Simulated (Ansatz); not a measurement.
# BH3O3 + H2: a complex and its separated parts

The complex below is one end of an elementary step. How strongly is it bound against its free parts?

Program: Ansatz 0.2.0, Gaussian basis. Level of theory: PBE0-D4/def2-TZVP structures, single points in def2-TZVPP, no counterpoise correction. These are calculated values, not measurements.

Levels: SPW92, PBE-D4, BLYP-D4, r2SCAN-D4, B97M-V, PBE0-D4, B3LYP-D4, r2SCAN0-D4, BHLYP-D4, CAM-B3LYP-D4, wB97X-V, wB97M-V, B2PLYP, PBE-QIDH, RPA on PBE, Hartree-Fock, MP2, CCSD, CCSD(T).

Correlated methods freeze the cores. B3LYP uses VWN-RPA correlation. B2PLYP carries no dispersion term here.

20 further runs of the same task are left out: 20 set aside as unsound or not needed.

## 1. The starting structure

The complex: 9 atoms, charge 0, spin multiplicity 1.

Atoms are counted from 1 here; the program's logs count them from 0.

Bond lengths: B1–O2 1.368 Å, B1–O3 1.365 Å, B1–O4 1.366 Å, O2–H7 0.960 Å, O3–H8 0.960 Å, O4–H9 0.960 Å, H5–H6 0.748 Å. Angles: O2–B1–O3 120.0°, O2–B1–O4 119.8°, O3–B1–O4 120.2°, B1–O2–H7 112.2°, B1–O3–H8 112.2°, B1–O4–H9 112.2°.

As a file:

```xyz
9
charge 0, multiplicity 1
B    -0.4541    0.2210   -0.6085
O     0.5868    0.9813   -0.1513
O    -0.7428   -0.9719   -0.0115
O    -1.2027    0.6592   -1.6637
H     1.5987   -0.4738    1.9169
H     1.5740   -1.0860    2.3464
H     0.6880    1.7942   -0.6510
H    -0.1464   -1.1667    0.7154
H    -1.9014    0.0427   -1.8926
```

Its parts: BH3O3 holds atoms 1, 2, 3, 4, 7, 8, 9; H2 holds atoms 5, 6. Each part counts its atoms afresh in its own runs.

## 2. Relaxing BH3O3 alone

The input, relax-a/in.yaml:

```yaml
crystal:
  periodic: [false, false, false]
  atoms:
    - {symbol: B, position_ang: [-0.454094, 0.220956, -0.608531]}
    - {symbol: O, position_ang: [0.586797, 0.981336, -0.151337]}
    - {symbol: O, position_ang: [-0.742825, -0.971899, -0.011466]}
    - {symbol: O, position_ang: [-1.202653, 0.659204, -1.663709]}
    - {symbol: H, position_ang: [0.688033, 1.794213, -0.651039]}
    - {symbol: H, position_ang: [-0.146370, -1.166742, 0.715439]}
    - {symbol: H, position_ang: [-1.901416, 0.042692, -1.892582]}
basis:
  gaussian: {orbitals: def2-TZVP}
hamiltonian: {xc: pbe0, dispersion: d4}
relax: {f_tol: 0.005, max_steps: 200}
```

No record of the launch command was kept for these runs.

The runs that follow: Relaxing H2 alone; wB97M-V/def2-TZVPP; CCSD(T)/def2-TZVPP; Vibrations of BH3O3; Vibrations of H2.

Q: Predict the outcome of this session. Wanted: complex less parts, CCSD(T)/def2-TZVPP; with zero-point energy; largest T1 diagnostic.

As calculated:

| quantity | value |
| --- | --- |
| complex less parts, CCSD(T)/def2-TZVPP | -3.7 kJ/mol |
| with zero-point energy | +1.6 kJ/mol |
| largest T1 diagnostic | 0.012 |

What this shows: At CCSD(T) the complex lies 3.7 kJ/mol below its parts. r2SCAN-D4 is the best functional here (+0.1 kJ/mol from CCSD(T)); SPW92 is the worst (-6.0 kJ/mol). BLYP-D4 is as near within the digits shown. By rung, the mean size of the error is: LDA 6.0, GGA 1.0, meta-GGA 0.4, hybrid 0.7, range-separated hybrid 0.8, double hybrid 0.7 kJ/mol. PBE-D4 gives a relative energy 1.8 kJ/mol too low, an error of 49 % of the reference. No counterpoise was applied, and triple zeta lacks some correlation, so the CCSD(T) reference has a basis error of its own, and close matches with it are partly luck.
